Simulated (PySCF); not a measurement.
# C4H12Pb (PbMe4): the cost of one run

Computed with PySCF 2.14.0 and routines of our own; the level stands in each step. Atoms count from 0.

## 1. The system as given

17 atoms, charge 0, multiplicity 1; geometry from: GFN2-xTB.

## 2. NMR shieldings: PBE/pcSseg-1 Pb:us-x2c-TZVPall-2c, spin–orbit

Job settings and geometry (Å):

```
{"job": {"xc": "PBE", "basis": {"default": "pcSseg-1", "Pb": "us-x2c-TZVPall-2c"}, "rel": "so", "kind": "hnmr"}, "charge": 0, "multiplicity": 1}
Pb     0.002820     0.001320    -0.002930
C     -0.007450    -0.014060     2.296190
H     -1.025570     0.065370     2.650840
H      0.567870     0.822310     2.668810
H      0.426650    -0.936510     2.656510
C      2.172770     0.003950    -0.769990
H      2.174490    -0.114610    -1.844480
H      2.717210    -0.814000    -0.318980
H      2.651600     0.938240    -0.511830
C     -1.083860     1.883900    -0.750940
H     -0.965550     1.974090    -1.821620
H     -0.664500     2.755870    -0.268490
H     -2.135220     1.811860    -0.510250
C     -1.080670    -1.872380    -0.776840
H     -2.052630    -1.951570    -0.309090
H     -0.495430    -2.749630    -0.538110
H     -1.202540    -1.804180    -1.848800
```

Method: PBE/pcSseg-1 Pb:us-x2c-TZVPall-2c GIAO NMR shielding, X2C with spin-orbit coupling, screened-nuclear two-electron part, Gaussian nuclei, gas phase.

Launch:

```console
$ OMP_NUM_THREADS=1 python heavy_run.py task.json out
```

This one command runs all jobs of the session in turn.

Q: Estimate the wall time and peak memory of this first job on 1 thread of Arm Neoverse V1, shared host.

About 2.3 min, with a peak of 1.4 GiB.
